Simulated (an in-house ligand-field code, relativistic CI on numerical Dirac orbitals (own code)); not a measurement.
**d5 in a ligand field: terms for several parameter sets**

Which terms of d5 lie lowest for given Racah parameters and ligand field?

Program: an in-house ligand-field code version 1. Level of theory: parametric ligand-field model of a d^n configuration (Racah B and C, spin-orbit zeta, crystal field), exact diagonalisation. These are calculated values, not measurements, unless marked.

**1. The atom as given**

* shell: d5
* set 1 (cm⁻¹): B = 1100, C = 5540, Oh, 10Dq = 12650
* set 2 (cm⁻¹): B = 470, C = 1690, Oh, 10Dq = 13050
* set 3 (cm⁻¹): B = 910, C = 3880, Oh, 10Dq = 37350
* set 4 (cm⁻¹): B = 840, C = 3460, Oh, 10Dq = 19000
* set 5 (cm⁻¹): B = 800, C = 3240, Td, 10Dq = -10350
* set 6 (cm⁻¹): B = 650, C = 2640, Oh, 10Dq = 4850
* set 7 (cm⁻¹): B = 910, C = 4640, Td, 10Dq = -9250
* set 8 (cm⁻¹): B = 900, C = 3610, Td, 10Dq = -2900

**2. Set 1**

Settings, as recorded:

```ini
n = 5
racah_B = 1100  # cm-1
racah_C = 5540  # cm-1
zeta = 0  # cm-1
symmetry = Oh
field = {"10Dq": 12650}  # cm-1
```

**3. Set 2**

Settings, as recorded:

```ini
n = 5
racah_B = 470  # cm-1
racah_C = 1690  # cm-1
zeta = 0  # cm-1
symmetry = Oh
field = {"10Dq": 13050}  # cm-1
```

**4. Set 3**

Settings, as recorded:

```ini
n = 5
racah_B = 910  # cm-1
racah_C = 3880  # cm-1
zeta = 0  # cm-1
symmetry = Oh
field = {"10Dq": 37350}  # cm-1
```

**5. Set 4**

Settings, as recorded:

```ini
n = 5
racah_B = 840  # cm-1
racah_C = 3460  # cm-1
zeta = 0  # cm-1
symmetry = Oh
field = {"10Dq": 19000}  # cm-1
```

**6. Set 5**

Settings, as recorded:

```ini
n = 5
racah_B = 800  # cm-1
racah_C = 3240  # cm-1
zeta = 0  # cm-1
symmetry = Td
field = {"10Dq": -10350}  # cm-1
```

**7. Set 6**

Settings, as recorded:

```ini
n = 5
racah_B = 650  # cm-1
racah_C = 2640  # cm-1
zeta = 0  # cm-1
symmetry = Oh
field = {"10Dq": 4850}  # cm-1
```

**8. Set 7**

Settings, as recorded:

```ini
n = 5
racah_B = 910  # cm-1
racah_C = 4640  # cm-1
zeta = 0  # cm-1
symmetry = Td
field = {"10Dq": -9250}  # cm-1
```

**9. Set 8**

Settings, as recorded:

```ini
n = 5
racah_B = 900  # cm-1
racah_C = 3610  # cm-1
zeta = 0  # cm-1
symmetry = Td
field = {"10Dq": -2900}  # cm-1
```

(Steps that only read results are left out.)

Q: Predict the outcome of this session. Wanted: lowest terms; sets at their largest spin, of those that allow S over 1.

As calculated:

| set | 10Dq/B (size) | lowest | S | electrons in z² and x²-y² | first level of the same spin (cm⁻¹) |
| --- | --- | --- | --- | --- | --- |
| 1: Oh | 11.5 | 6A1 | 2.50 | 2.00 | - |
| 2: Oh | 27.8 | 2T2 | 0.50 | 0.06 | 2A2 10986 |
| 3: Oh | 41.0 | 2T2 | 0.50 | 0.04 | 2A2 32533 |
| 4: Oh | 22.6 | 6A1 | 2.50 | 2.00 | - |
| 5: Td | 12.9 | 6A1 | 2.50 | 2.00 | - |
| 6: Oh | 7.5 | 6A1 | 2.50 | 2.00 | - |
| 7: Td | 10.2 | 6A1 | 2.50 | 2.00 | - |
| 8: Td | 3.2 | 6A1 | 2.50 | 2.00 | - |

| quantity | value |
| --- | --- |
| lowest terms | 1: 6A1, 2: 2T2, 3: 2T2, 4: 6A1, 5: 6A1, 6: 6A1, 7: 6A1, 8: 6A1 |
| sets at their largest spin, of those that allow S over 1 | 1, 4, 5, 6, 7, 8 |

**Reading.** 6 of 8 sets have the highest spin that their shell allows, S = 5/2. A negative 10Dq stands for a tetrahedral field. B, C and the field are free parameters here, not those of a compound.
